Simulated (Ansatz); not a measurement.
**CH4BrGaS: small, medium and large basis sets**

The task here is to estimate one member of a computed series from the others.

The runs use Ansatz 0.2.0, Gaussian basis; one geometry, several basis sets.

Levels to be run: PBE0-D4/def2-SVP; ωB97M-V/def2-SVP; PBE0-D4/def2-QZVPP; ωB97M-V/def2-QZVPP; the functionals' def2-TZVPP values are taken from earlier runs.

## The relaxed structure

All runs share one geometry, relaxed beforehand with PBE0-D4 in a triple-zeta def2 set.

SMILES `[CH3][Ga]([SH])[Br]`, 8 atoms, charge 0, spin multiplicity 1.

Atoms are counted from 1 here; the program's logs count them from 0.

Bond lengths: C1–Ga2 1.949 Å, C1–H5 1.091 Å, C1–H6 1.090 Å, C1–H7 1.091 Å, Ga2–S3 2.195 Å, Ga2–Br4 2.301 Å, S3–H8 1.343 Å. Angles: Ga2–C1–H5 109.4°, Ga2–C1–H6 111.1°, Ga2–C1–H7 109.4°, H5–C1–H6 109.4°, H5–C1–H7 108.1°, H6–C1–H7 109.4°, C1–Ga2–S3 125.1°, C1–Ga2–Br4 120.0°, S3–Ga2–Br4 114.9°, Ga2–S3–H8 93.6°.

The first run:

The input, in.yaml:

```yaml
crystal:
  periodic: [false, false, false]
  atoms:
    - {symbol: C, position_ang: [-0.024706, 1.433844, -0.144869]}
    - {symbol: Ga, position_ang: [-0.049230, -0.514051, -0.080675]}
    - {symbol: S, position_ang: [0.653779, -1.731371, 1.604586]}
    - {symbol: Br, position_ang: [-0.861775, -1.713958, -1.868431]}
    - {symbol: H, position_ang: [-1.040834, 1.805154, -0.288782]}
    - {symbol: H, position_ang: [0.386620, 1.851821, 0.773825]}
    - {symbol: H, position_ang: [0.578339, 1.761209, -0.993587]}
    - {symbol: H, position_ang: [0.357806, -2.892648, 0.997924]}
basis:
  gaussian: {orbitals: def2-SVP}
hamiltonian: {xc: pbe0, dispersion: d4}
output: {orbitals: {seedname: orbitals}}
```

Launch:

```bash
> ansatz run in.yaml --threads 4 --pin off --events-out ev --progress --plain --max-ram 10444MiB
```

Among the steps run: PBE0-D4 in def2-SVP; ωB97M-V in def2-SVP; PBE0-D4 in def2-QZVPP; ωB97M-V in def2-QZVPP.

One of the session's tables, all rows but one given; the rest of the session is left out.

It belongs to the step «Density functionals: the series». 

| functional | basis | HOMO (eV) |
| --- | --- | --- |
| PBE0-D4 | def2-SVP | -7.67 |
| PBE0-D4 | def2-TZVPP | -7.80 |
| PBE0-D4 | def2-QZVPP | -7.82 |
| ωB97M-V | def2-SVP | -9.82 |
| ωB97M-V | def2-TZVPP | ? |
| ωB97M-V | def2-QZVPP | -10.00 |

**Question.** Estimate the row for ωB97M-V, def2-TZVPP.

As computed: HOMO (eV): -9.98. In the column «HOMO (eV)» it lies between ωB97M-V, def2-QZVPP (-10.00) and ωB97M-V, def2-SVP (-9.82).
